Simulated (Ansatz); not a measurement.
# Sc3Al: a tetragonal deformation path

This session takes Sc3Al and sets out to follow a tetragonal deformation at fixed volume.

Program: Ansatz 0.2.0. Level of theory: DFT PBEsol, scalar-relativistic, plane waves, PAW. These are calculated values, not measurements.

1 further run of the same task is left out (set aside as unsound or not needed). Runs told in other sessions of the task aren't counted.

### Step 1. Starting point

The structure is cubic, space group Pm-3m (No. 221). The conventional cell has a = 4.375 Å, b = 4.375 Å, c = 4.375 Å, α = 90.00°, β = 90.00°, γ = 90.00°. Sc (site symmetry 4/mmm) is surrounded by 8 Sc at 3.09 Å and 4 Al at 3.09 Å. Al (site symmetry m-3m) has 12 Sc at 3.09 Å in its first shell of neighbours.

Structure file:

```
Sc Al
1.0
     4.37479    0.00000    0.00000
     0.00000    4.37479    0.00000
     0.00000    0.00000    4.37479
Sc Al
3 1
Direct
  0.50000 0.00000 0.50000
  0.00000 0.50000 0.50000
  0.50000 0.50000 0.00000
  0.00000 0.00000 0.00000
```

It goes back to an entry of the Materials Project, which need not be the stable form.

This cell was relaxed beforehand with the same method: volume 20.93 Å³/atom, gap on the mesh none (metal).

### Step 2. Zero of the scan

input.yaml reads:

```yaml
crystal:
  lattice:
    - [4.3747949981, 0.0, 0.0]
    - [0.0, 4.3747949981, 0.0]
    - [0.0, 0.0, 4.3747949981]
  atoms:
    - { symbol: Sc, position: [0.5, 0.0, 0.5] }
    - { symbol: Sc, position: [0.0, 0.5, 0.5] }
    - { symbol: Sc, position: [0.5, 0.5, 0.0] }
    - { symbol: Al, position: [0.0, 0.0, 0.0] }
basis:
  ecutwfc: 420
kpoints:
  mp_grid: { grid: [12, 12, 12] }
hamiltonian:
  xc: pbesol
scf:
  occupations: { method: gaussian, width: 0.15 }
output:
  forces: true
  stress: true
  eigenvalues: true
```

Started as:

```sh
$ ansatz run input.yaml --threads 1 --pin off --max-ram 2560MiB --backend cpu --events-out ev --progress --plain --runs-dir out
```

Further runs follow: point ρ = 0.707; ρ = 1.414; At ρ = 0.850; ρ = 1.200; At ρ = 0.780; ρ = 1.300; ρ = 0.920; ρ = 1.100; At ρ = 0.650; point ρ = 1.500; point ρ = 0.960; At ρ = 1.050.

Q: Predict the outcome of this session. Wanted: highest point.

As calculated:

| quantity | value |
| --- | --- |
| highest point | 489.9 meV/atom at ρ = 1.500 |

What this shows: The undisturbed cell stays the lowest of the sampled points. No further minimum shows among the sampled points.
